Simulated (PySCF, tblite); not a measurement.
**C₃H₁₀B₃BrO: geometry, infrared bands and NMR shifts**

Aim: predict the infrared bands and NMR shifts of C₃H₁₀B₃BrO (`CB(C)B(C)OBBr`).

Computed with tblite 0.8.0 and PySCF 2.14.0, with density-fitted response routines of our own, on a single molecule in the gas phase. Atoms are numbered from 0 throughout.

**1. Starting geometry**

18 atoms, charge 0, multiplicity 1; geometry from: force field or distance geometry start.

Bonds of the start (Å): C0–B1 1.58, B1–C2 1.61, B1–B3 1.68, B3–C4 1.58, B3–O5 1.47, O5–B6 1.47, B6–Br7 2.01, C0–H8 1.11, C0–H9 1.12, C0–H10 1.11, C2–H11 1.12, C2–H12 1.10, C2–H13 1.10, C4–H14 1.11, C4–H15 1.11, C4–H16 1.11, B6–H17 1.19.

**2. Optimising the geometry with GFN2-xTB**

What the job is given:

```
{"job": {"kind": "relax", "xc": "GFN2-xTB", "basis": "xTB"}, "charge": 0, "multiplicity": 1}
C     -2.040400     0.708800    -0.381300
B     -0.899500    -0.218400     0.187100
C     -1.169700    -1.197700     1.430400
B      0.630300    -0.182300    -0.498500
C      0.905900     0.708700    -1.767800
O      1.674700    -1.086900     0.007200
B      2.438800    -0.317300     0.999600
Br     4.105600     0.664100     0.471200
H     -2.230400     0.453800    -1.443000
H     -2.992800     0.571000     0.197100
H     -1.739800     1.772100    -0.308500
H     -2.239500    -1.115300     1.756000
H     -0.980200    -2.241000     1.135800
H     -0.513500    -0.922500     2.272700
H      1.943100     0.560900    -2.127900
H      0.198900     0.434200    -2.573300
H      0.771300     1.783700    -1.512200
H      2.128500    -0.369500     2.143700
```

Run with:

```sh
$ OMP_NUM_THREADS=1 python probes_run.py task.json out
```

One launch serves the whole session: the jobs run in the order shown.

What it wrote:

```text
step      E/eV     max force
  0    -636.92025    4.613
  1    -637.43362    2.988
  2    -637.64069    4.332
  3    -637.78999    0.826
  4    -637.83704    0.582
  5    -637.86597    0.471
  6    -637.88096    0.457
  7    -637.93117    0.490
  8    -637.95972    0.424
  9    -637.98881    0.446
 10    -638.01779    0.419
 11    -638.05200    0.405
 12    -638.08114    0.464
 13    -638.10126    0.347
 14    -638.11231    0.253
 15    -638.12340    0.262
 16    -638.13807    0.329
 17    -638.15239    0.309
 18    -638.16330    0.297
 19    -638.17306    0.256
 20    -638.18427    0.312
 21    -638.19640    0.315
 22    -638.20601    0.256
 23    -638.21243    0.262
 24    -638.21801    0.196
 25    -638.22482    0.191
 26    -638.23058    0.218
 27    -638.23733    0.215
 28    -638.24290    0.235
 29    -638.25051    0.270
 30    -638.26015    0.381
 31    -638.27147    0.421
 32    -638.28325    0.361
 33    -638.29677    0.274
 34    -638.31138    0.317
 35    -638.32904    0.422
 36    -638.34993    0.465
 37    -638.36615    0.943
 38    -638.38830    0.408
 39    -638.40619    0.322
 40    -638.42616    0.354
 41    -638.44157    0.392
 42    -638.45680    0.283
 43    -638.47561    0.325
 44    -638.48389    0.330
 45    -638.49530    0.313
 46    -638.50402    0.249
 47    -638.51289    0.262
 48    -638.52215    0.228
 49    -638.53232    0.350
 50    -638.54297    0.212
 51    -638.55672    0.253
 52    -638.56758    0.299
 53    -638.57807    0.374
 54    -638.59097    0.327
 55    -638.60497    0.220
 56    -638.61598    0.222
 57    -638.62664    0.228
 58    -638.63818    0.297
 59    -638.64705    0.622
 60    -638.66309    0.343
 61    -638.67814    0.249
 62    -638.69906    0.282
 63    -638.71834    0.423
 64    -638.74710    0.513
 65    -638.76229    0.350
 66    -638.75484    0.659
 67    -638.77755    0.192
 68    -638.78244    0.181
 69    -638.79952    0.256
 70    -638.80840    0.240
 71    -638.81853    0.242
 72    -638.82885    0.270
 73    -638.84001    0.239
 74    -638.84785    0.181
 75    -638.85453    0.152
 76    -638.85961    0.184
 77    -638.86298    0.151
 78    -638.86582    0.142
 79    -638.86868    0.115
 80    -638.87215    0.099
 81    -638.87436    0.095
 82    -638.87620    0.104
 83    -638.87751    0.085
 84    -638.87907    0.092
 85    -638.88046    0.098
 86    -638.88182    0.097
 87    -638.88334    0.093
 88    -638.88549    0.094
 89    -638.88796    0.109
 90    -638.88976    0.085
 91    -638.89064    0.064
 92    -638.89127    0.053
 93    -638.89212    0.052
 94    -638.89316    0.064
 95    -638.89409    0.070
 96    -638.89489    0.067
 97    -638.89584    0.078
 98    -638.89722    0.082
 99    -638.89893    0.102
100    -638.90056    0.099
101    -638.90182    0.077
102    -638.90297    0.134
103    -638.90412    0.068
104    -638.90520    0.068
105    -638.90599    0.073
106    -638.90663    0.077
107    -638.90735    0.062
108    -638.90819    0.049
109    -638.90897    0.063
110    -638.90968    0.073
111    -638.91047    0.069
112    -638.91141    0.068
113    -638.91219    0.058
114    -638.91267    0.053
115    -638.91300    0.039
116    -638.91344    0.039
117    -638.91426    0.058
118    -638.91561    0.073
119    -638.91735    0.090
120    -638.91888    0.092
121    -638.92003    0.080
122    -638.92098    0.081
123    -638.92227    0.080
124    -638.92374    0.076
125    -638.92478    0.118
126    -638.92550    0.074
127    -638.92614    0.043
128    -638.92678    0.049
129    -638.92751    0.061
130    -638.92814    0.056
131    -638.92874    0.048
132    -638.92927    0.050
133    -638.92982    0.053
134    -638.93051    0.049
135    -638.93131    0.090
136    -638.93193    0.046
137    -638.93262    0.072
138    -638.93298    0.028
139    -638.93314    0.033
140    -638.93326    0.024
141    -638.93337    0.028
142    -638.93348    0.026
143    -638.93371    0.032
144    -638.93412    0.051
145    -638.93488    0.072
146    -638.93606    0.092
147    -638.93758    0.115
148    -638.93920    0.099
149    -638.94078    0.092
150    -638.94209    0.068
151    -638.94300    0.045
152    -638.94348    0.056
153    -638.94364    0.057
154    -638.94387    0.033
155    -638.94399    0.027
156    -638.94411    0.021
157    -638.94424    0.027
158    -638.94434    0.025
159    -638.94446    0.023
160    -638.94457    0.026
161    -638.94470    0.026
162    -638.94488    0.037
163    -638.94518    0.045
164    -638.94568    0.069
165    -638.94641    0.080
166    -638.94729    0.094
167    -638.94801    0.095
168    -638.94877    0.078
169    -638.94937    0.081
170    -638.94996    0.052
171    -638.95043    0.039
172    -638.95070    0.038
173    -638.95092    0.021
174    -638.95104    0.026
175    -638.95117    0.026
176    -638.95128    0.027
177    -638.95136    0.018
178    -638.95140    0.015
179    -638.95143    0.010
```

Wall time 1.2 s (1 thread of Arm Neoverse V2, shared host); peak memory 0.18 GiB.

The steps of the relaxation: (not every step is listed)

```tsv
step	energy from step 0 (eV)	largest force (eV/Å)
0	0.0000	4.6129
1	-0.5134	2.9883
2	-0.7204	4.3315
3	-0.8697	0.8258
4	-0.9168	0.5823
5	-0.9457	0.4713
6	-0.9607	0.4568
7	-1.0109	0.4902
8	-1.0395	0.4236
24	-1.2978	0.1964
40	-1.5059	0.3544
56	-1.6957	0.2221
72	-1.9086	0.2698
88	-1.9652	0.0942
104	-1.9850	0.0677
120	-1.9986	0.0922
136	-2.0117	0.0462
152	-2.0232	0.0560
168	-2.0285	0.0782
174	-2.0308	0.0260
175	-2.0309	0.0260
176	-2.0310	0.0275
177	-2.0311	0.0175
178	-2.0312	0.0154
179	-2.0312	0.0102
```

Close pairs (by a distance rule), those that changed most:

```tsv
bond	before (Å)	after (Å)	change (Å)
O5–B6	1.470	1.285	-0.185
B3–O5	1.471	1.324	-0.147
B6–Br7	2.005	1.913	-0.092
C0–H9	1.123	1.088	-0.035
C2–H11	1.121	1.088	-0.033
B3–C4	1.575	1.604	+0.029
B1–C2	1.606	1.581	-0.025
C4–H16	1.113	1.089	-0.024
```

The next job starts from the end point, and lists it.

**3. Vibrational analysis with GFN2-xTB**

What the job is given:

```
{"job": {"kind": "ir", "xc": "GFN2-xTB", "basis": "xTB"}, "charge": 0, "multiplicity": 1}
C     -1.767251     1.184801     0.299190
B     -0.896768    -0.132559     0.241491
C     -1.567212    -1.459683     0.778447
B      0.653295    -0.098388    -0.397532
C      0.902047    -0.186483    -1.979698
O      1.727451     0.037683     0.364380
B      2.735789     0.340482     1.101708
Br     3.141391     2.187623     1.393182
H     -2.318091     1.253196    -0.640717
H     -2.514176     1.180612     1.090167
H     -1.189503     2.103048     0.380367
H     -2.648577    -1.472874     0.658265
H     -1.164700    -2.374516     0.348955
H     -1.382270    -1.517443     1.852476
H      1.949779    -0.335724    -2.232807
H      0.324042    -0.984013    -2.439114
H      0.580729     0.741537    -2.449992
H      3.425266    -0.460982     1.619575
```

What it wrote:

```text
mode    cm-1     km/mol
  1      29.8      1.26
  2      36.7      1.68
  3      49.7      1.08
  4      55.2      1.04
  5      74.4      1.58
  6      94.6      2.37
  7     108.0      2.93
  8     135.4      1.66
  9     177.0      4.44
 10     260.8      0.28
 11     306.3      6.38
 12     371.8      3.79
 13     426.2      1.77
 14     457.7      4.18
 15     539.2     12.20
 16     619.0     19.30
 17     698.6      0.52
 18     711.5     78.22
 19     805.1     96.76
 20     826.8     43.12
 21     839.5     55.97
 22     857.9      4.79
 23     868.1      6.05
 24    1000.3     79.51
 25    1037.8    150.20
 26    1105.9     30.90
 27    1106.1     83.71
 28    1168.6     40.79
 29    1374.3     26.73
 30    1375.2     27.06
 31    1382.2     11.67
 32    1476.0      3.68
 33    1479.1      2.83
 34    1486.7     10.48
 35    1491.8     13.28
 36    1494.4      1.69
 37    1498.7      1.46
 38    1561.7    509.42
 39    2572.5    120.39
 40    2985.9      1.95
 41    2989.0     32.50
 42    3016.3     18.94
 43    3022.5     13.44
 44    3025.5     23.92
 45    3027.6     84.35
 46    3030.5      8.60
 47    3031.5     33.91
 48    3040.6     21.63
```

It took 0.54 s on 1 thread of Arm Neoverse V2, shared host; peak memory 0.18 GiB.

The strongest bands and the atoms that carry them (share of the mass-weighted mode):

```tsv
cm⁻¹	km/mol	atoms
712	78.2	H17 66 %, B6 30 %
805	96.8	H16 15 %, C4 14 %, B1 11 %
1000	79.5	B3 47 %, C4 18 %, H14 13 %
1038	150.2	H17 65 %, B3 15 %
1106	83.7	B1 45 %, C0 11 %
1562	509.4	O5 57 %, B6 29 %, B3 12 %
2572	120.4	H17 92 %
3028	84.3	H9 46 %, H11 23 %, H10 15 %
```

**4. Nuclear shieldings: PBE0/pcSseg-1**

The job, as its differences from that of step 3:

```diff
@@ -1,2 +1,2 @@
-{"job": {"kind": "ir", "xc": "GFN2-xTB", "basis": "xTB"}, "charge": 0, "multiplicity": 1}
+{"job": {"kind": "nmr", "xc": "PBE0", "basis": "pcSseg-1"}, "charge": 0, "multiplicity": 1}
 C     -1.767251     1.184801     0.299190
```

With the program's defaults for keys left out, this is: GIAO PBE0/pcSseg-1 NMR shielding, non-relativistic, gas phase.

What it wrote:

```text
coarse grid: 68312 points
cycle   1  E = -2843.3268060251  dE = -4.144e-01  |g| = 9.955e-01  |ddm| = 3.695e+00
cycle   2  E = -2843.2117096408  dE =  1.151e-01  |g| = 1.129e+00  |ddm| = 1.155e+00
cycle   3  E = -2843.4359720778  dE = -2.243e-01  |g| = 2.889e-01  |ddm| = 8.222e-01
cycle   4  E = -2843.4494517026  dE = -1.348e-02  |g| = 7.360e-02  |ddm| = 1.983e-01
cycle   5  E = -2843.4506854364  dE = -1.234e-03  |g| = 1.463e-02  |ddm| = 6.367e-02
cycle   6  E = -2843.4507280757  dE = -4.264e-05  |g| = 2.926e-03  |ddm| = 1.171e-02
cycle   7  E = -2843.4507294528  dE = -1.377e-06  |g| = 1.011e-03  |ddm| = 3.579e-03
final grid: 145256 points
cycle   8  E = -2843.4507455085  dE =  1.145e-07  |g| = 1.337e-03  |ddm| = 3.036e-03
cycle   9  E = -2843.4507452246  dE =  2.840e-07  |g| = 1.740e-03  |ddm| = 2.979e-03
cycle  10  E = -2843.4507459704  dE = -7.458e-07  |g| = 1.031e-04  |ddm| = 1.622e-03
cycle  11  E = -2843.4507459723  dE = -1.915e-09  |g| = 2.329e-05  |ddm| = 7.548e-05
cycle  12  E = -2843.4507459724  dE = -9.322e-11  |g| = 3.487e-06  |ddm| = 1.923e-05
converged SCF energy = -2843.4507459724

GIAO shielding tensors (ppm)
atom      isotropic    diamagn.    paramagn.     s11        s22        s33       span
  0 C      168.728     253.548     -84.819    144.332    175.653    186.201     41.869
  1 B        1.852     193.065    -191.213    -72.212    -52.518    130.284    202.496
  2 C      170.174     252.898     -82.724    145.673    177.517    187.333     41.660
  3 B       40.863     193.427    -152.565    -41.906     55.184    109.309    151.215
  4 C      175.333     254.428     -79.096    159.690    172.943    193.365     33.675
  5 O       16.523     390.627    -374.104    -98.297     56.807     91.058    189.355
  6 B       66.588     193.769    -127.181     37.027     62.105    100.631     63.604
  7 Br    2292.785    3125.420    -832.635   1791.418   2365.774   2721.163    929.745
  8 H       31.050      30.849       0.201     27.141     29.577     36.432      9.291
  9 H       30.452      30.945      -0.494     27.180     29.319     34.856      7.676
 10 H       30.111      32.338      -2.227     26.198     29.443     34.691      8.493
 11 H       30.521      30.514       0.007     27.040     29.453     35.069      8.030
 12 H       30.210      31.658      -1.448     26.731     29.370     34.531      7.800
 13 H       31.085      30.722       0.363     27.510     29.181     36.564      9.054
 14 H       31.301      30.308       0.992     27.650     29.880     36.371      8.721
 15 H       30.892      31.305      -0.413     27.410     29.259     36.005      8.595
 16 H       31.002      31.261      -0.259     28.322     28.777     35.907      7.584
 17 H       25.806      28.406      -2.599     22.311     23.734     31.375      9.064
```

Run time: 39 s. Hardware: 1 thread of Arm Neoverse V2, shared host; peak memory 0.87 GiB.

The references, computed at this level on geometries of the same kind, shield at (ppm): 1H TMS 31.72, 13C TMS 186.9, 17O H2O 336.1, 11B BF3·OEt2 100.1, 79Br HBr 2622. Their shielding less the atom's gives the shift. The references are single molecules in the gas phase, so shifts against H2O, NH3, PH3, H3PO4 or CFCl3 are not on the usual liquid scales and can be off by tens of ppm. Atoms listed in one row are averaged.

```tsv
atoms	environment	σ (ppm)	δ (ppm)	δ scaled to CDCl3
C0, C2	methyl carbon bonded to B	169.5	17.5	15.1
C4	methyl carbon bonded to B	175.3	11.6	9.4
H17	hydrogen on a boron bonded to Br, O	25.81	5.91	–
H8, H9, H10, H11, H12, H13	hydrogen on a methyl carbon bonded to B	30.57	1.15	1.19
H14, H15, H16	hydrogen on a methyl carbon bonded to B	31.06	0.65	0.72
B1	boron bonded to 2 C, B	1.9	98.2	–
B3	boron bonded to C, B, O	40.9	59.2	–
B6	boron bonded to Br, O, H	66.6	33.5	–
O5	oxygen bonded to 2 B	16.5	319.6	–
Br7	bromine bonded to B	2293	329	–
```

The scaled column applies a straight-line fit of computed shieldings to shifts measured in CDCl3, with any fitted terms for Cl, Br or S neighbours (root-mean-square error 0.16 ppm for H, 1.9 ppm for C).

Charges from the same density, by scheme (e):

```tsv
atoms	Mulliken	IAO	Hirshfeld	ESP fit
C0, C2	-0.51	-0.56	-0.19	-0.68
B1	0.16	0.21	0.15	0.54
B3	0.48	0.31	0.18	0.29
C4	-0.53	-0.58	-0.20	-0.59
O5	-0.34	-0.30	-0.16	-0.14
B6	0.34	0.15	0.17	0.12
Br7	-0.27	-0.07	-0.10	-0.15
```

Mayer bond orders: C0–B1 1.06, B1–C2 1.06, B1–B3 0.97, B3–C4 1.00, B3–O5 1.05, O5–B6 1.26, B6–Br7 1.08.

**5. What came out**

| quantity | value |
| --- | --- |
| strongest single infrared mode (GFN2-xTB) | 1562 cm⁻¹, 509 km/mol |
| zero-point energy (GFN2-xTB) | 84.5 kcal/mol |
| 13C shifts against TMS (PBE0/pcSseg-1, means over atoms taken as alike) | 17.5, 11.6 ppm |
| 1H shifts against TMS (PBE0/pcSseg-1, means over atoms taken as alike) | 5.91, 1.15, 0.65 ppm |
| 11B shifts against BF3·OEt2 (PBE0/pcSseg-1) | 98.2, 59.2, 33.5 ppm |
| 17O shifts against H2O (PBE0/pcSseg-1) | 319.6 ppm |
| 79Br shifts against HBr (PBE0/pcSseg-1) | 329 ppm |

**Reading.** Relaxing lowered the energy by 2.031 eV in 179 steps; the close pair that moved most is O5–B6, from 1.470 to 1.285 Å. No mode is imaginary among the 48: a minimum at this level. The strongest single mode, at 1562 cm⁻¹, moves mainly O5 and B6. GFN2-xTB is a fitted tight-binding method: band positions and strengths are rough. Its intensities can rank the bands wrongly. At PBE0/pcSseg-1: The widest tensor belongs to Br7: span 930 ppm, with a paramagnetic part of -833 ppm. Spin-orbit coupling is left out, which matters for shieldings and couplings at and beside the heavy atoms.
